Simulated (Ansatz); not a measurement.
**ScHg: how the settings move a single-point run**

Question: which choices in the input matter for ScHg?

Computed with Ansatz 0.2.0 (reference: DFT, LDA, PAW with Ansatz's default frozen-core files, fully relativistic files with spin-orbit coupling; levels and slopes on a fine mesh, unless a step's input says otherwise).

### Step 1. The structure to begin with

Symmetry: Pm-3m, No. 221, cubic system. Conventional cell: a = 3.426 Å, b = 3.426 Å, c = 3.426 Å, α = 90.00°, β = 90.00°, γ = 90.00°. Around Sc (site symmetry m-3m) lie 8 Hg at 2.97 Å. Hg (site symmetry m-3m) has 8 Sc at 2.97 Å in its first shell of neighbours.

Structure file:

```cif
data_structure
_symmetry_space_group_name_H-M 'Pm-3m'
_symmetry_Int_Tables_number 221
_cell_length_a 3.4261
_cell_length_b 3.4261
_cell_length_c 3.4261
_cell_angle_alpha 90.000
_cell_angle_beta 90.000
_cell_angle_gamma 90.000
_cell_volume 40.21
loop_
_atom_site_label
_atom_site_type_symbol
_atom_site_symmetry_multiplicity
_atom_site_Wyckoff_symbol
_atom_site_fract_x
_atom_site_fract_y
_atom_site_fract_z
_atom_site_occupancy
Sc1 Sc 1 b 0.50000 0.50000 0.50000 1
Hg1 Hg 1 a 0.00000 0.00000 0.00000 1
```

### Step 2. Reference

Input file input.yaml:

```yaml
crystal:
  lattice:
    - [3.42605034673, 0.0, 0.0]
    - [0.0, 3.42605034673, 0.0]
    - [0.0, 0.0, 3.42605034673]
  atoms:
    - { symbol: Sc, position: [0.5, 0.5, 0.5] }
    - { symbol: Hg, position: [0.0, 0.0, 0.0] }
kpoints:
  mp_grid: { grid: [10, 10, 10] }
scf:
  occupations: { method: fermi_dirac, width: 0.05 }
hamiltonian:
  xc: lda
  pseudopotentials: { kind: paw_fr }
magnetization:
  noncollinear: true
  spin_orbit: true
output:
  forces: true
  stress: true
  eigenvalues: true
  eigenstates:
    nscf_kmesh: { grid: [12, 12, 12] }
    de_dk: true
    e_range: [-14, 14]
checkpoint:
  write: ck
  write_wavefunctions: false
```

On the command line:

```
> ansatz run input.yaml --threads 1 --pin off --max-ram 3072MiB --backend cpu --events-out ev --progress --plain --runs-dir out
```

### Step 3. Changing settings: occupations.method tetrahedron_uncorrected, xc_grid 1, width left out

Edit input.yaml of step 2 so:

```diff
@@ -11,3 +11,3 @@
 scf:
-  occupations: { method: fermi_dirac, width: 0.05 }
+  occupations: { method: tetrahedron_uncorrected }
 hamiltonian:
@@ -29 +29,3 @@
   write_wavefunctions: false
+basis:
+  xc_grid: 1
```

Before running it: what results should come out? Wanted: for each run, ending; energy change; pressure; gap; force.

The runs gave:

| run | ending | energy change | pressure (GPa) | gap (eV) | force (eV/Å) | cycles | time |
| --- | --- | --- | --- | --- | --- | --- | --- |
| reference | converged | 0 | -0.9 | 0.00 | 0.00 | - | 46 s |
| 1: occupations.method tetrahedron_uncorrected, xc_grid 1, width left out | converged | +13.6 meV/atom (σ→0) | -0.8 | 0.00 | 0.00 | 11 | 42 s |

Residual by cycle in the longest SCF loop of each run; runs are numbered as in the table. The quantity is the density residual dr2, in eV.

| cycle | reference | run 1 |
| --- | --- | --- |
| 1 | 10.4 | 10.4 |
| 2 | 2.59 | 2.55 |
| 3 | 0.156 | 0.161 |
| 4 | 0.0202 | 0.0201 |
| 5 | 0.0016 | 0.0019 |
| 6 | 3.9e-5 | 2.1e-5 |
| 7 | 4.2e-6 | 2.3e-6 |
| 8 | 1.8e-7 | 2.1e-7 |
| 9 | 1.1e-9 | 2.7e-9 |
| 10 | 2.6e-11 | 3.0e-11 |
| 11 | 1.9e-12 | 2.6e-12 |

What this shows: Changing the smearing moves the energy by +13.6 meV/atom (σ→0 values).
